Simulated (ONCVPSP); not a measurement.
# An ONCV potential for tin, from input to tests

Task: generate the file, and judge it by its errors in other configurations, its logarithmic derivatives, its ghosts and its cutoff.

The numbers are computed with ONCVPSP 4.0.1.1 (patched build) (PBE, scalar-relativistic, spin-unpolarised reference atom).

## 1. Starting point

The settings as typed:

```
element                 : tin (Sn, Z = 50)
type                    : optimised norm-conserving Vanderbilt (ONCV)
frozen core             : [Ar] 3d10
valence charge          : 22
reference configuration : 4s2 4p6 4d10 5s2 5p2
partial waves           : 4s+5s: rc 1.40 bohr, ncon 4, nbas 8, qcut 6.5 1/bohr, 2 projectors; 4p+5p: rc 1.50 bohr, ncon 3, nbas 6, qcut 8.9 1/bohr, 2 projectors; 4d: rc 1.00 bohr, ncon 5, nbas 10, qcut 8.5 1/bohr, 2 projectors, debl 3 Ha
local potential         : polynomial inside 0.75 bohr (lpopt 5, dvloc0 6 Ha)
core correction         : Teter function, fcfact 4.75, rcfact 1.75
```

The outer shells as boxes (Hund's rule for the drawing; the calculation is spin-unpolarised):

```
[Ar] core
3d [↑↓][↑↓][↑↓][↑↓][↑↓]
4s [↑↓]
4p [↑↓][↑↓][↑↓]
4d [↑↓][↑↓][↑↓][↑↓][↑↓]
5s [↑↓]
5p [↑ ][↑ ][  ]
```

The nodes and maxima of the atom's own shells, from an earlier all-electron run, set the scale for the radii.

All-electron outer shells of the reference configuration (PBE, scalar-relativistic, ld1.x):

```json
{"shell": "3p", "level (eV)": "-698.81", "outermost node (bohr)": "0.14", "outermost maximum (bohr)": "0.30"}
{"shell": "3d", "level (eV)": "-473.43", "outermost node (bohr)": "–", "outermost maximum (bohr)": "0.25"}
{"shell": "4s", "level (eV)": "-133.93", "outermost node (bohr)": "0.40", "outermost maximum (bohr)": "0.74"}
{"shell": "4p", "level (eV)": "-89.70", "outermost node (bohr)": "0.41", "outermost maximum (bohr)": "0.79"}
{"shell": "4d", "level (eV)": "-25.84", "outermost node (bohr)": "0.39", "outermost maximum (bohr)": "0.88"}
{"shell": "5s", "level (eV)": "-10.55", "outermost node (bohr)": "0.98", "outermost maximum (bohr)": "2.01"}
{"shell": "5p", "level (eV)": "-3.69", "outermost node (bohr)": "1.09", "outermost maximum (bohr)": "2.55"}
```

## 2. The generation run

Input file Sn.dat:

```
# ATOM AND REFERENCE CONFIGURATION
# atsym  z   nc   nv     iexc    psfile
  Sn 50.00    6    5        4      upf
#
#   n    l    f
    1    0    2.00
    2    0    2.00
    2    1    6.00
    3    0    2.00
    3    1    6.00
    3    2   10.00
    4    0    2.00
    4    1    6.00
    4    2   10.00
    5    0    2.00
    5    1    2.00
#
# PSEUDOPOTENTIAL AND OPTIMIZATION
# lmax
    2
#
#   l,   rc,      ep,       ncon, nbas, qcut
    0    1.40    0.00    4    8    6.50
    1    1.50    0.00    3    6    8.90
    2    1.00    0.00    5   10    8.50
#
# LOCAL POTENTIAL
# lloc, lpopt,  rc(5),   dvloc0
    4    5    0.75    6.00
#
# VANDERBILT-KLEINMAN-BYLANDER PROJECTORs
# l, nproj, debl
    0    2    0.70
    1    2    2.20
    2    2    3.00
#
# MODEL CORE CHARGE
# icmod, fcfact, rcfact
    3    4.75    1.75
#
# LOG DERIVATIVE ANALYSIS
# epsh1, epsh2, depsh
   -6.00    5.00    0.04
#
# OUTPUT GRID
# rlmax, drl
    6.00    0.01
#
# TEST CONFIGURATIONS
# ncnf
    4
# nvcnf
#   n    l    f
    5
    4    0    2.00
    4    1    6.00
    4    2   10.00
    5    0    2.00
    5    1    1.00
#
    5
    4    0    2.00
    4    1    6.00
    4    2   10.00
    5    0    2.00
    5    1    0.00
#
    5
    4    0    2.00
    4    1    6.00
    4    2   10.00
    5    0    1.00
    5    1    0.00
#
    5
    4    0    2.00
    4    1    5.00
    4    2   10.00
    5    0    2.00
    5    1    2.00
#
```

Launch:

```console
oncvpsp.x < Sn.dat > Sn.out
```

Before running it: what results should come out? Wanted: cutoffs for 1 and 0.1 mHa per electron, occupied waves; bound ghosts; GHOST(+) flags; largest test error; largest phase difference near zero energy, channels read; rms error of d²Exc/dn², without and with the model core.

As calculated:

```
                                                quantity                               value
  cutoffs for 1 and 0.1 mHa per electron, occupied waves                    77 Ha and 335 Ha
                                            bound ghosts                          none found
                                          GHOST(+) flags                          s at 95 eV
                            largest test error (AE − PS)  -124 meV, for 4s2 4p5 4d10 5s2 5p2
largest phase difference near zero energy, channels read                           0.003 rad
 rms error of d²Exc/dn², without and with the model core                   3.46 and 4.01 mHa
```

**Reading.** The worst unpolarised test, 4s2 4p5 4d10 5s2 5p2, is off by 124 meV on 97.5 eV; by total energies transferability rates as fair for so large an energy. That test lies far up in energy; among those under 40 eV, nearer to bonding, the largest error is 4.4 meV. The potential is very hard: the looser tolerance needs 77 Ha. The tighter tolerance needs 335 Ha, and converged work needs a cutoff nearer that. At the looser tolerance the 4d wave is the slowest; 4p needs 25 Ha. It is free of bound ghosts as far as tested. Near zero energy the phases of the channels with partial waves agree within 0.003 rad. The program also flags highly localised states, GHOST(+) (s). All of this concerns the isolated atom, not yet a solid.
